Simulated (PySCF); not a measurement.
# A diatomic session: SiSn

Aim: find the lowest electronic state of SiSn, scan its bond at several levels of theory, and get bond length, wavenumber and dissociation energy from each curve.

Program: PySCF 2.14.0. Level of theory: Si cc-pV(D+d)Z, Sn cc-pVDZ-PP with ECP28, scalar-relativistic core potentials. These are calculated values, not measurements.

### Step 1. Input

The job is set up so:

```
atoms                         : Si, Sn
charge                        : 0
basis                         : Si cc-pV(D+d)Z, Sn cc-pVDZ-PP with ECP28
Hamiltonian                   : scalar-relativistic core potentials
basis functions               : 46
electrons treated             : 36
masses in u                   : 27.9769, 119.9022
levels                        : PBE0, PBE, r²SCAN, BLYP, revPBE, r²SCAN0, CAM-B3LYP, HF, MP2, SCS-MP2, CCSD, CCSD(T)
grid                          : 80 radial by 434 angular points
occupations                   : held fixed by the projection of orbital angular momentum
dissociation limit            : Si + Sn, each in its ground configuration
starting distance in angstrom : 2.465
values of 2S to try           : 0, 2, 4
```

Run with:

```
$ OMP_NUM_THREADS=1 python dia.py task.json out
```

Further steps of the session: PBE0 along the bond; Other states along the same grid; PBE (GGA); r²SCAN (meta-GGA); BLYP; revPBE (GGA); r²SCAN0 (hybrid meta-GGA); CAM-B3LYP; UHF; Correlated methods on the Hartree–Fock reference.

Q: Predict the outcome of this session. Wanted: for each run, Re; ωe; De; μ.

As calculated:

Lowest PBE0 solution found, without spin–orbit coupling: ³Σ⁻ (triplet), unpaired electrons π ↑↑. State 2 has its PBE0 minimum 0.20 eV higher, as a spin-mixed determinant (⟨S²⟩ = 1.01), so this is no gap between pure states. State 3 has its PBE0 minimum 0.22 eV higher. State 4 has its PBE0 minimum 0.39 eV higher, as a spin-mixed determinant (⟨S²⟩ = 1.02), so this is no gap between pure states. The other levels ran on the lowest alone.

| level | Re (Å) | ωe (cm⁻¹) | De (eV) | μ (D) |
| --- | --- | --- | --- | --- |
| UHF | 2.485 | 392 | 1.10 | 1.00 |
| UHF-MP2 | 2.536 | 347 | 2.19 | n/a |
| UHF-SCS-MP2 | 2.525 | 356 | 1.99 | n/a |
| UHF-CCSD | 2.536 | 351 | 2.03 | n/a |
| UHF-CCSD(T) | 2.553 | 338 | 2.19 | n/a |
| PBE | 2.564 | 326 | 2.95 | 0.99 |
| revPBE | 2.573 | 323 | 2.77 | 1.07 |
| BLYP | 2.593 | 310 | 2.79 | 0.83 |
| r²SCAN | 2.532 | 344 | 2.77 | 0.97 |
| PBE0 | 2.522 | 353 | 2.71 | 1.02 |
| r²SCAN0 | 2.505 | 363 | 2.58 | 0.94 |
| CAM-B3LYP | 2.499 | 367 | 2.47 | 0.84 |

De is counted to Si + Sn in their ground configurations. A positive dipole means Si(−)Sn(+).

Differences from CCSD(T) in the same basis:

| level | Re (mÅ) | ωe (%) |
| --- | --- | --- |
| UHF | -68 | +16.0 |
| UHF-MP2 | -17 | +2.7 |
| UHF-SCS-MP2 | -28 | +5.5 |
| UHF-CCSD | -17 | +4.0 |
| PBE | +11 | -3.4 |
| revPBE | +19 | -4.3 |
| BLYP | +40 | -8.2 |
| r²SCAN | -21 | +1.8 |
| PBE0 | -32 | +4.5 |
| r²SCAN0 | -48 | +7.4 |
| CAM-B3LYP | -54 | +8.5 |

**Reading.** Judged by CCSD(T) in the same basis: best bond length PBE (+11 mÅ), worst UHF (-68 mÅ); best wavenumber r²SCAN (+1.8 %), worst UHF (+16.0 %). Hartree–Fock makes the bond too short and too stiff against this reference, as it mostly does. PBE has the long and soft bond that GGAs tend to give. CCSD(T) in a basis this small is itself some way from its limit, more so than the functionals. Among the levels with a De in the table, it runs from 1.10 eV (UHF) to 2.95 eV (PBE).

Correlated steps freeze 9 core orbitals. These are scalar-relativistic numbers at best; spin–orbit coupling would shift them, the dissociation energy most. At UHF the stretched side of the curve climbs above De, by a hump or because the determinant held fixed goes to a higher limit.
